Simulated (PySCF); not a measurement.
# CH5FO3Si2: the cost of one run

Computed with PySCF 2.14.0, with density-fitted response routines of our own, on a single molecule in the gas phase. Atoms count from 0, in the outputs and in this text.

### 1 The starting structure

12 atoms, charge 0, multiplicity 1; geometry from: GFN2-xTB. The atoms were then displaced at random by about 0.01 Å, so the start is not that level's minimum.

Bonds of the start (Å): O0–C1 1.19, C1–O2 1.32, O2–Si3 1.70, Si3–F4 1.59, C1–Si5 1.91, Si5–O6 1.60, Si3–H7 1.45, Si3–H8 1.46, Si5–H9 1.47, Si5–H10 1.45, O6–H11 0.96.

### 2 Optimising the geometry at PBE0-D3(BJ)/def2-SVP

The job: settings as JSON, then the geometry in Å.

```
{"job": {"xc": "PBE0", "basis": "def2-SVP", "d3": "d3bj", "grid": 1, "shake": 0.01, "kind": "geom"}, "charge": 0, "multiplicity": 1}
O     -0.064660     1.471590     0.319700
C     -0.207200     0.302160     0.133050
O      0.842230    -0.495470     0.081930
Si     2.462450    -0.016290     0.263020
F      3.138890    -1.446760     0.081410
Si    -1.898440    -0.553650    -0.107200
O     -3.007550     0.599200     0.011060
H      2.868480     0.826380    -0.839200
H      2.688090     0.446150     1.634160
H     -2.084290    -1.526330     0.981540
H     -1.936310    -1.150600    -1.429860
H     -2.762000     1.515330     0.155540
```

On the command line:

```console
OMP_NUM_THREADS=1 python probes_run.py task.json out
```

One launch serves the whole session: the jobs run in the order shown.

Q: Estimate the wall time and peak memory of this first job on 1 thread of Arm Neoverse V1, shared host.

About 2.1 min, with a peak of 0.54 GiB.
